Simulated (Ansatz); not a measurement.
## CH6BFSi, SMILES C[SiH2]BF: harmonic frequencies at the relaxed geometry, step by step

Program: Ansatz's Python interface.

The cells in order, each with its output:

```python
from dataclasses import dataclass

import ansatz as az
import numpy as np
```

```python
@dataclass(frozen=True)
class RunConfig:
    basis_set: str = "6-31G*"
    xc: str = "b3lyp"


settings = RunConfig()

GEOMETRY = """
C    -1.18600    0.55610   -0.43230
Si   -0.00410   -0.14890    0.73980
B     1.59330   -0.59350   -0.22970
F     1.65560   -1.51950   -1.31900
H    -0.80410    1.51280   -0.91190
H    -2.16410    0.87270    0.10330
H    -1.44080   -0.12780   -1.24150
H    -0.53120   -1.34660    1.32960
H     0.31140    0.84040    1.84450
H     2.65310   -0.09690    0.12020
"""
```

```python
ch6bfsi = az.Crystal.molecule()
for line in GEOMETRY.strip().splitlines():
    symbol, *xyz = line.split()
    ch6bfsi = ch6bfsi.atom(symbol, [float(v) for v in xyz])

model = ch6bfsi.calculation()
model = model.basis(gaussian=settings.basis_set).functional(settings.xc)
symbols = [site.symbol for site in ch6bfsi.cartesian_sites]
start = np.array([site.position_ang for site in ch6bfsi.cartesian_sites], dtype=float)
summary = model.relax(force_tolerance=0.003, max_steps=100).run().report
end = np.array(summary["positions_ang"])
```

```python
print("final positions (A) and the move of each atom")
for symbol, xyz, old in zip(symbols, end, start):
    print(f"{symbol:2s} {xyz[0]:10.5f} {xyz[1]:10.5f} {xyz[2]:10.5f}   {np.linalg.norm(xyz - old):7.4f}")
```

    final positions (A) and the move of each atom
    C    -1.33521    0.52275   -0.46192    0.1557
    Si    0.02901   -0.05712    0.71793    0.1000
    B     1.75204   -0.63997   -0.20784    0.1668
    F     1.85336   -0.59808   -1.53325    0.9664
    H    -1.00241    1.38130   -1.05561    0.2780
    H    -2.23322    0.82194    0.08931    0.0869
    H    -1.61719   -0.27451   -1.15848    0.2440
    H    -0.45771   -1.20346    1.54573    0.2694
    H     0.37218    1.03100    1.68455    0.2561
    H     2.72225   -1.03505    0.38259    0.9766

```python
# frequencies need a stationary point, so they are taken at the relaxed geometry
minimum = az.Crystal.molecule()
for symbol, place in zip(symbols, end):
    minimum = minimum.atom(symbol, place.tolist())
vibrating = (
    minimum.calculation()
    .basis(gaussian=settings.basis_set)
    .functional(settings.xc)
    .phonons(temperatures=(100, 500, 100))
)
vib = vibrating.run().report["vibrations"]
sums = vib["harmonic_sums"]
modes = [m["omega_inv_cm"] for m in sums["modes_at_gamma"] if m["rigid_motion"] == "no"]
for number, w in enumerate(modes, start=1):
    print(f"mode {number:2d} {w:9.1f} 1/cm {w / 8065.544 * 1000:8.2f} meV")
print("imaginary modes:", sum(w < 0 for w in modes), " zero-point energy:", round(sums["zero_point_energy_ev"], 4), "eV")
print("T (K)   F_vib (eV)   S_vib (meV/K)   C_vib (meV/K)")
for row in zip(sums["temperatures_k"], sums["vibrational_free_energy_ev"], vib["entropy_ev_per_k"], vib["heat_capacity_ev_per_k"]):
    print(f"{row[0]:6.1f} {row[1]:11.4f} {1000 * row[2]:13.4f} {1000 * row[3]:15.4f}")
```

    mode  1      37.8 1/cm     4.69 meV
    mode  2     104.1 1/cm    12.91 meV
    mode  3     144.1 1/cm    17.87 meV
    mode  4     347.9 1/cm    43.14 meV
    mode  5     375.2 1/cm    46.52 meV
    mode  6     559.4 1/cm    69.36 meV
    mode  7     585.8 1/cm    72.63 meV
    mode  8     672.5 1/cm    83.38 meV
    mode  9     763.5 1/cm    94.66 meV
    mode 10     840.8 1/cm   104.25 meV
    mode 11     907.7 1/cm   112.54 meV
    mode 12     912.4 1/cm   113.13 meV
    mode 13     939.2 1/cm   116.44 meV
    mode 14    1134.4 1/cm   140.65 meV
    mode 15    1319.9 1/cm   163.65 meV
    mode 16    1334.5 1/cm   165.46 meV
    mode 17    1495.4 1/cm   185.41 meV
    mode 18    1496.6 1/cm   185.56 meV
    mode 19    2202.9 1/cm   273.13 meV
    mode 20    2203.4 1/cm   273.19 meV
    mode 21    2606.0 1/cm   323.10 meV
    mode 22    3052.2 1/cm   378.42 meV
    mode 23    3127.4 1/cm   387.75 meV
    mode 24    3129.5 1/cm   388.00 meV
    imaginary modes: 0  zero-point energy: 1.8779 eV
    T (K)   F_vib (eV)   S_vib (meV/K)   C_vib (meV/K)
     100.0      1.8670        0.2425          0.2468
     200.0      1.8310        0.4733          0.4498
     300.0      1.7725        0.6980          0.6722
     400.0      1.6915        0.9193          0.8705
     500.0      1.5889        1.1318          1.0348

```python
# all hydrogen replaced by deuterium
heavier = vibrating.phonons(masses={"H": 2.014102}).run().report["vibrations"]["harmonic_sums"]
print("deuterated (1/cm):", " ".join(f"{m['omega_inv_cm']:.0f}" for m in heavier["modes_at_gamma"] if m["rigid_motion"] == "no"))
print("zero-point energy falls by", round(sums["zero_point_energy_ev"] - heavier["zero_point_energy_ev"], 4), "eV")
```

    deuterated (1/cm): 31 96 105 280 328 418 468 559 648 685 698 709 726 891 1039 1080 1081 1302 1578 1590 1927 2191 2315 2317
    zero-point energy falls by 0.4482 eV

The frequencies are harmonic and unscaled, in a modest basis. b3lyp holds the VWN-RPA fit, as in Gaussian; the form of ORCA and Turbomole is b3lyp5. Timing: 5.9 min on 1 thread of Arm Neoverse V2 (shared host), peak memory 0.22 GiB.
